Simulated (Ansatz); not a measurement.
# BrH₃SeSi, SMILES [SeH][SiH2]Br: a ladder of basis sets

Computed with the Python package of Ansatz (0.2.0).

Interactive session:
```pycon
>>> import ansatz as az
>>> from ase import Atoms
>>> atoms = Atoms(["Se", "Si", "Br", "H", "H", "H"], positions=[
...     (-1.224, -1.374, -0.1533),
...     (0.4564, 0.0645, 0.3323),
...     (-0.3076, 2.201, 0.3345),
...     (-1.3998, -0.6092, -1.5166),
...     (1.5165, -0.0872, -0.6988),
...     (1.0007, -0.2591, 1.6557),
... ])
>>> geometry = az.Crystal.molecule_from_ase(atoms)
>>> calculation = geometry.calculation().functional("pbe0")
>>> energies = {}
>>> for basis in ["cc-pVDZ", "cc-pVTZ"]:
...     rep = calculation.basis(gaussian=basis).run(threads=1, pin="off").report
...     size = rep["n_frozen"] + rep["n_occupied"][0] + rep["n_virtual"][0]
...     energies[basis] = (rep["reference_energy_ev"] / 27.211386246, rep["free_energy_ev"] / 27.211386246)
...     print(f"{basis:14s} {size:4d} orbitals  reference {energies[basis][0]:14.6f} Ha  total {energies[basis][1]:14.6f} Ha")
...
cc-pVDZ          87 orbitals  reference   -5266.304005 Ha  total   -5266.304005 Ha
cc-pVTZ         162 orbitals  reference   -5266.467824 Ha  total   -5266.467824 Ha
>>> last = energies["cc-pVTZ"][1]
>>> for basis, (_, total) in energies.items():
...     print(f"{basis:14s} lies {27.211386 * (total - last):9.4f} eV above cc-pVTZ")
...
cc-pVDZ        lies    4.4578 eV above cc-pVTZ
cc-pVTZ        lies    0.0000 eV above cc-pVTZ
```

Against cc-pVDZ: cc-pVTZ -163.8 mHa. The last step alone is -163.82 mHa. From the first set to the last the time grows from 3.0 to 4.0 s.

Caveats:
- The drop along the ladder measures the basis error, and is no property of the molecule.
- The geometry is a force-field or estimated start, not a minimum of this method, and the last set is no limit. Much of the fall in a total is atomic energy, which cancels in bond and reaction energies.
- For Al to Cl the sets with a tight d function, cc-pV(X+d)Z, are usual.
- Timing: 7.5 s on 1 thread of Intel(R) Xeon(R) 6975P-C (Granite Rapids) (shared host), peak memory 0.46 GiB.

(Lines on the test bed's own set-up are left out of the output.)
